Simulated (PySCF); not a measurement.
# H4HfO4 (Hf(OH)4): the cost of one run

Method: BP86, Hf def2-SVP with ECP60, O def2-SVP, H def2-SVP; scalar-relativistic core potentials, no spin–orbit coupling; program: PySCF 2.14.0.

3 further runs of the same task are left out: 2 for a known fault of the program, 1 that didn't finish.

### Step 1. The system as given

9 atoms, charge 0, spin multiplicity 1.

Bond lengths: Hf1–O2 1.918 Å, Hf1–O4 1.918 Å, Hf1–O6 1.918 Å, Hf1–O8 1.918 Å, O2–H3 0.966 Å, O4–H5 0.966 Å, O6–H7 0.966 Å, O8–H9 0.966 Å. Angles: O2–Hf1–O4 90.0°, O2–Hf1–O6 180.0°, O2–Hf1–O8 90.0°, O4–Hf1–O6 90.0°, O4–Hf1–O8 180.0°, O6–Hf1–O8 90.0°, Hf1–O2–H3 158.7°, Hf1–O4–H5 158.7°, Hf1–O6–H7 158.7°, Hf1–O8–H9 158.7°.

Geometry (Å):

```
Hf    0.00000    0.00000    0.00000
O     1.91840    0.00000    0.00000
H     2.81840    0.00000    0.35000
O     0.00000    1.91840    0.00000
H     0.00000    2.81840    0.35000
O    -1.91840    0.00000    0.00000
H    -2.81840    0.00000    0.35000
O     0.00000   -1.91840    0.00000
H     0.00000   -2.81840    0.35000
```

Formal oxidation states: Hf +4.

### Step 2. SCF at the start, singlet

run.py (the lines that set the calculation)

```python
mol = gto.M(atom='''
Hf     0.00000     0.00000     0.00000
O      1.91840     0.00000     0.00000
H      2.81840     0.00000     0.35000
O      0.00000     1.91840     0.00000
H      0.00000     2.81840     0.35000
O     -1.91840     0.00000     0.00000
H     -2.81840     0.00000     0.35000
O      0.00000    -1.91840     0.00000
H      0.00000    -2.81840     0.35000''',
    basis={'Hf': 'def2-SVP', 'O': 'def2-SVP', 'H': 'def2-SVP'},
    ecp={'Hf': 'def2-SVP'},
    charge=0, spin=0)
mf = dft.RKS(mol, xc='B88,P86')
mf.grids.atom_grid = (50, 194)
mf = mf.density_fit()  # fitting sets: Hf def2-universal-JKFIT, O def2-universal-JKFIT, H def2-universal-JKFIT
mf.conv_tol = 1e-08; mf.max_cycle = 55
mf.kernel(dm0)  # dm0: free metal ions and neutral atoms
```

On the command line:

```console
$ OMP_NUM_THREADS=2 python run.py
```

Q: Estimate wall time and peak memory on 2 threads of Arm Neoverse V1, shared host.

About 3.2 s, with a peak of 0.62 GiB.
